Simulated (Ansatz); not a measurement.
**CH6N2Si: up Jacob's ladder to CCSD(T)**

An exercise on one series of results from a longer session: the logs are not shown, and one member is left open.

Method: functionals in def2-TZVPP, the program's frozen cores in correlated methods; program: Ansatz 0.2.0, Gaussian basis.

Plan: LDA (SPW92), PBE-D4, revPBE-D4, BLYP-D4, r2SCAN-D4, B97M-V, PBE0-D4, B3LYP-D4, r2SCANh-D4, r2SCAN0-D4, HSE06-D4, BHLYP-D4, CAM-B3LYP-D4, LC-ωPBE, ωB97X-V, ωB97M-V, B2PLYP, PBE-QIDH; CCSD(T)/def2-SVP; CCSD(T)/def2-TZVPP; MP2/def2-QZVPP; extrapolation to the limit; RPA on PBE.

### The geometry

An earlier PBE0-D4 in a triple-zeta def2 set relaxation fixed the geometry.

SMILES `N=C(N)[SiH3]`, 10 atoms, charge 0, spin multiplicity 1.

Atoms are counted from 1 here; the program's logs count them from 0.

Bond lengths: N1–C2 1.276 Å, N1–H5 1.024 Å, C2–N3 1.368 Å, C2–Si4 1.898 Å, N3–H6 1.008 Å, N3–H7 1.004 Å, Si4–H8 1.483 Å, Si4–H9 1.492 Å, Si4–H10 1.480 Å. Angles: C2–N1–H5 112.6°, N1–C2–N3 127.1°, N1–C2–Si4 114.4°, N3–C2–Si4 118.4°, C2–N3–H6 119.4°, C2–N3–H7 119.7°, H6–N3–H7 116.4°, C2–Si4–H8 109.4°, C2–Si4–H9 109.5°, C2–Si4–H10 109.4°, H8–Si4–H9 108.6°, H8–Si4–H10 110.6°, H9–Si4–H10 109.4°.

Geometry (Å):

```xyz
10

N    -1.34479    1.01456    0.06889
C    -0.21791    0.43741   -0.08809
N     0.89755    0.95453   -0.68822
Si   -0.17117   -1.36361    0.50776
H    -1.34865    1.97437   -0.28658
H     0.92897    1.93751   -0.90935
H     1.78270    0.49477   -0.57194
H    -0.96801   -2.20743   -0.41512
H     1.23825   -1.85327    0.50260
H    -0.71384   -1.44004    1.88294
```

The first run:

The input, in.yaml:

```yaml
crystal:
  periodic: [false, false, false]
  atoms:
    - {symbol: N, position_ang: [-1.344786, 1.014555, 0.068885]}
    - {symbol: C, position_ang: [-0.217909, 0.437415, -0.088088]}
    - {symbol: N, position_ang: [0.897547, 0.954526, -0.688219]}
    - {symbol: Si, position_ang: [-0.171175, -1.363612, 0.507763]}
    - {symbol: H, position_ang: [-1.348648, 1.974374, -0.286581]}
    - {symbol: H, position_ang: [0.928970, 1.937508, -0.909347]}
    - {symbol: H, position_ang: [1.782704, 0.494770, -0.571940]}
    - {symbol: H, position_ang: [-0.968007, -2.207428, -0.415115]}
    - {symbol: H, position_ang: [1.238245, -1.853269, 0.502603]}
    - {symbol: H, position_ang: [-0.713843, -1.440038, 1.882939]}
basis:
  gaussian: {orbitals: def2-TZVPP}
hamiltonian: {xc: lda}
output: {orbitals: {seedname: orbitals}}
```

The run is started by

```console
$ ansatz run in.yaml --threads 2 --pin off --events-out ev --progress --plain --max-ram 4352MiB
```

Steps of the session up to this table: LDA; PBE-D4 (GGA); revPBE-D4 (GGA); BLYP-D4 (GGA); r2SCAN-D4 (meta-GGA); B97M-V (meta-GGA); PBE0-D4 (hybrid); B3LYP-D4 (hybrid); r2SCANh-D4 (hybrid); r2SCAN0-D4 (hybrid); HSE06-D4 (hybrid); BHLYP-D4 (hybrid); CAM-B3LYP-D4 (range-separated); LC-ωPBE (range-separated); ωB97X-V (range-separated); ωB97M-V (range-separated); B2PLYP (double hybrid); PBE-QIDH (double hybrid).

One table of the session follows, with a row left open; its other results are not shown here.

| functional | HOMO (eV) | gap (eV) |
| --- | --- | --- |
| LDA (SPW92) | -6.02 | 4.83 |
| PBE-D4 | -5.88 | 4.91 |
| revPBE-D4 | -5.82 | 4.93 |
| BLYP-D4 | -5.76 | 4.92 |
| r2SCAN-D4 | -6.14 | 5.36 |
| B97M-V | -6.22 | 5.40 |
| PBE0-D4 | -7.16 | 7.17 |
| B3LYP-D4 | -6.94 | 6.72 |
| r2SCANh-D4 | -6.62 | 6.20 |
| r2SCAN0-D4 | -7.34 | 7.46 |
| HSE06-D4 | -6.76 | 6.38 |
| BHLYP-D4 | ? | ? |
| CAM-B3LYP-D4 | -8.53 | 9.68 |
| LC-ωPBE | -9.90 | 12.21 |
| ωB97X-V | -9.52 | 11.74 |
| ωB97M-V | -9.44 | 11.46 |

Q: Estimate the row for BHLYP-D4 from the others.

Worked estimate for «HOMO (eV)». Against the share of exact exchange, BLYP-D4 (0, -5.76), B3LYP-D4 (0.2, -6.94) give a slope of -5.90 per unit share; at 0.5 the line stands at -8.71.

The run gave: HOMO (eV): -8.31; gap (eV): 9.37. In «HOMO (eV)» the line misses by -0.40.
